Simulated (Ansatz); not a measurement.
# TaRu: the cost of one run

Computed with Ansatz 0.2.0 (DFT PBEsol, scalar-relativistic, plane waves, PAW, unless a step's input says otherwise).

### 1 The starting structure

It takes space group Pm-3m (No. 221, cubic). Conventional cell: a = 3.187 Å, b = 3.187 Å, c = 3.187 Å, α = 90.00°, β = 90.00°, γ = 90.00°. Around Ta (site symmetry m-3m) lie 8 Ru at 2.76 Å. Around Ru (site symmetry m-3m) lie 8 Ta at 2.76 Å.

Coordinates:

```xyz
2
Lattice="3.1870 0.0000 0.0000 0.0000 3.1870 0.0000 0.0000 0.0000 3.1870" Properties=species:S:1:pos:R:3 pbc="T T T"
Ta    1.5935    1.5935    1.5935
Ru    0.0000    0.0000    0.0000
```

No relaxation comes first: the listed cell is the starting point.

### 2 Zero of the scan

File input.yaml:

```yaml
crystal:
  lattice:
    - [3.187, 0.0, 0.0]
    - [0.0, 3.187, 0.0]
    - [0.0, 0.0, 3.187]
  atoms:
    - { symbol: Ta, position: [0.5, 0.5, 0.5] }
    - { symbol: Ru, position: [0.0, 0.0, 0.0] }
basis:
  ecutwfc: 420
kpoints:
  mp_grid: { grid: [16, 16, 16] }
hamiltonian:
  xc: pbesol
scf:
  occupations: { method: gaussian, width: 0.15 }
output:
  forces: true
  stress: true
  eigenvalues: true
```

Q: Estimate wall time and peak memory on 1 thread of an x86-64 CPU, shared host.

About 5.7 s, with a peak of 0.42 GiB.
